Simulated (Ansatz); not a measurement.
# PdCl: the order of phases at one pressure

Aim: bring PdCl in several structures (rocksalt, CsCl, zincblende, WC, wurtzite) to one pressure and rank them by enthalpy. The pressure is set by scaling the first phase. Methods of the runs shown: PAW.

Method: DFT, PBE, PAW with Ansatz's default frozen-core files, scalar-relativistic, in Ansatz 0.2.0.

## Step 1: The system as given

Symmetry: Fm-3m, No. 225, cubic system. The conventional cell has a = 4.555 Å, b = 4.555 Å, c = 4.555 Å, α = 90.00°, β = 90.00°, γ = 90.00°. Around Pd (site symmetry m-3m) lie 6 Cl at 2.28 Å. Around Cl (site symmetry m-3m) lie 6 Pd at 2.28 Å.

As a file:

```cif
data_structure
_symmetry_space_group_name_H-M 'P 1'
_symmetry_Int_Tables_number 1
_cell_length_a 3.2210
_cell_length_b 3.2210
_cell_length_c 3.2210
_cell_angle_alpha 60.000
_cell_angle_beta 60.000
_cell_angle_gamma 60.000
_cell_volume 23.63
loop_
_atom_site_label
_atom_site_type_symbol
_atom_site_fract_x
_atom_site_fract_y
_atom_site_fract_z
_atom_site_occupancy
Pd1 Pd 0.00000 0.00000 0.00000 1
Cl1 Cl 0.50000 0.50000 0.50000 1
```

Atoms are numbered in the order of the input: Pd1, Cl2.

## Step 2: Cell relaxed at zero pressure, PAW

Contents of input.yaml:

```yaml
crystal:
  lattice:
    - [0.0, 2.2775881982, 2.2775881982]
    - [2.2775881982, 0.0, 2.2775881982]
    - [2.2775881982, 2.2775881982, 0.0]
  atoms:
    - { symbol: Pd, position: [0.0, 0.0, 0.0] }
    - { symbol: Cl, position: [0.5, 0.5, 0.5] }
kpoints:
  mp_grid: { grid: [15, 15, 15] }
scf:
  occupations: { method: fermi_dirac, width: 0.08 }
hamiltonian:
  xc: pbe
  pseudopotentials: { kind: paw }
output:
  forces: true
  stress: true
relax:
  f_tol: 0.005
  max_steps: 40
  cell: {}
```

Run with:

```
$ ansatz run input.yaml --threads 2 --pin off --max-ram 5120MiB --backend cpu --events-out ev --progress --plain --runs-dir out
```

The runs that follow: Volume scaled by 0.745, to set the pressure, PAW; Rocksalt relaxed under pressure, PAW; CsCl relaxed under pressure, PAW; Zincblende relaxed under pressure, PAW; WC relaxed under pressure, PAW; Wurtzite relaxed under pressure, PAW.

**Question.** What will these runs give? Wanted: pressure; lowest.

As calculated:

| quantity | value |
| --- | --- |
| pressure | 44 GPa |
| lowest (PAW) | CsCl, 66.7 meV/atom under rocksalt |

What this shows: By PAW the order is CsCl < rocksalt < WC < wurtzite < zincblende. Only these structures were tried, with electrons smeared by 0.08 eV and without vibrations, so the true ground state may be another. The k meshes differ between phases and weren't tested, which can move differences by some meV. PdCl has an odd count of electrons, so a run without spin can force a false metal and spoil its energy.
